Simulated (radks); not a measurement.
**P⁺ in [Ne] 3s2 3p1 4f1: an all-electron calculation**

One table from this session's results is given with a row withheld; the runs are named, their logs left out.

The numbers are computed with radks (a radial shooting solver on a logarithmic mesh, Libxc functionals) version 1 (non-relativistic Kohn-Sham, BLYP, spin-polarised, spherical densities, point nucleus; open shells are filled with parallel spins first), except any that are marked as measured or tabulated.

## The atom as given

```
element       : phosphorus (Z = 15)
charge        : +1
electrons     : 14
configuration : [Ne] 3s2 3p1 4f1
```

The outer shells:

P⁺
```
[Ne] core
3s [↑↓]
3p [↑ ][  ][  ]
4f [↑ ][  ][  ][  ][  ][  ][  ]
```

The first run:

The run's settings:

```text
Z 15
configuration [Ne] 3s2 3p1 4f1 4s0 3d0 4p0 5f0
relativity non-relativistic
functional b88,lyp
spin polarised
nucleus point
```

On the command line:

```
$ python run_ks.py task.json out
```

The same process makes all the runs of this session.

One of the session's tables, all rows but one given; the rest of the session is left out.

It belongs to the step «Radial structure». From the orbitals of this run (lengths in bohr):

| level | <r> | outermost maximum (interpolated) | 90 % within | nodes |
| --- | --- | --- | --- | --- |
| 1s up | 0.1040 | 0.0680 | 0.186 | 0 |
| 1s down | 0.1040 | 0.0680 | 0.186 | 0 |
| 2s up | 0.5216 | 0.420 | 0.820 | 1 |
| 2s down | 0.5215 | 0.420 | 0.819 | 1 |
| 2p up | 0.4849 | 0.354 | 0.811 | 0 |
| 2p down | 0.4849 | 0.354 | 0.811 | 0 |
| 3s up | 1.743 | 1.51 | 2.60 | 2 |
| 3s down | 1.750 | 1.50 | 2.62 | 2 |
| 3p up | 1.966 | 1.67 | 2.99 | 1 |
| 3p down | 1.996 | 1.67 | 3.06 | 1 |
| 3d up | 2.696 | 2.13 | 4.30 | 0 |
| 3d down | 2.857 | 2.25 | 4.58 | 0 |
| 4s up | ? | ? | ? | ? |
| 4p up | 5.680 | 5.41 | 8.25 | 2 |
| 4f up | 8.569 | 7.65 | 12.3 | 0 |

Estimate the missing values for 4s up.

The run gave: <r>: 4.602; outermost maximum (interpolated): 4.00; 90 % within: 6.80; nodes: 3. In the column «<r>» it lies between 3d down (2.857) and 4p up (5.680).
